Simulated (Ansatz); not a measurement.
**CdS: the cell at several levels of theory**

Aim: relax CdS in the 4H polytype structure with PBE and r2SCAN and see how far the functionals disagree on the cell. This is a trial cell built on a prototype, not taken from a measured structure, and it needn't be the compound's ground state.

Program: Ansatz 0.2.0. PAW datasets, plane waves, zero pressure. Spin-unpolarised throughout. Whether this structure exists isn't addressed.

## 1. The cell

This is the cell as the run starts from it, not yet at rest; its lengths are not the crystal's.

Space group P6_3mc (No. 186), hexagonal; a = 3.935 Å, c = 12.853 Å in the conventional setting, 21.55 Å³ an atom. Cd has 4 S at 2.41 Å; S has 4 Cd at 2.41 Å.

As a file:

Space group P6_3mc (No. 186). a = 3.935 Å, b = 3.935 Å, c = 12.853 Å, α = 90.00°, β = 90.00°, γ = 120.00°
```
atom  site  symmetry       x       y       z
  Cd    2a       3m.  0.0000  0.0000  0.0000
  Cd    2b       3m.  0.3333  0.6667  0.2500
   S    2a       3m.  0.0000  0.0000  0.1875
   S    2b       3m.  0.3333  0.6667  0.4375
```

## 2. PBE: cell and atoms

Contents of input.yaml:

```yaml
crystal:
  lattice:
    - [3.9353502208, 0.0, 0.0]
    - [-1.9676751104, 3.408113264, 0.0]
    - [0.0, 0.0, 12.852853821]
  atoms:
    - { symbol: Cd, position: [0.0, 0.0, 0.0] }
    - { symbol: Cd, position: [0.3333333333, 0.6666666667, 0.25] }
    - { symbol: Cd, position: [0.0, 0.0, 0.5] }
    - { symbol: Cd, position: [0.6666666667, 0.3333333333, 0.75] }
    - { symbol: S, position: [0.0, 0.0, 0.1875] }
    - { symbol: S, position: [0.3333333333, 0.6666666667, 0.4375] }
    - { symbol: S, position: [0.0, 0.0, 0.6875] }
    - { symbol: S, position: [0.6666666667, 0.3333333333, 0.9375] }
kpoints:
  mp_grid: { grid: [6, 6, 2] }
hamiltonian:
  xc: pbe
scf:
  occupations: { method: fermi_dirac, width: 0.02 }
relax:
  f_tol: 0.005
  cell: {}
```

On the command line:

```sh
$ ansatz run input.yaml --threads 2 --pin off --max-ram 20275MiB --backend cpu --events-out ev --progress --plain --runs-dir out
```

Further steps of the session: Relaxation with r2SCAN.

What does the calculation give? Wanted: for each run, a; c; volume; space group; SCF geometries.

**Answer**, as computed:

| level | a (Å) | c (Å) | volume (Å³/atom) | space group | SCF geometries |
| --- | --- | --- | --- | --- | --- |
| PBE | 4.194 | 13.671 | 26.025 | P6_3mc | 6 |
| r2SCAN | 4.161 | 13.554 | 25.400 | P6_3mc | 4 |

In words: From the start to the first minimum the volume moved by +20.8 %. The volume runs from r2SCAN (least) to PBE (most), a spread of 2.5 %, or 0.8 % in length if all axes shared it alike.
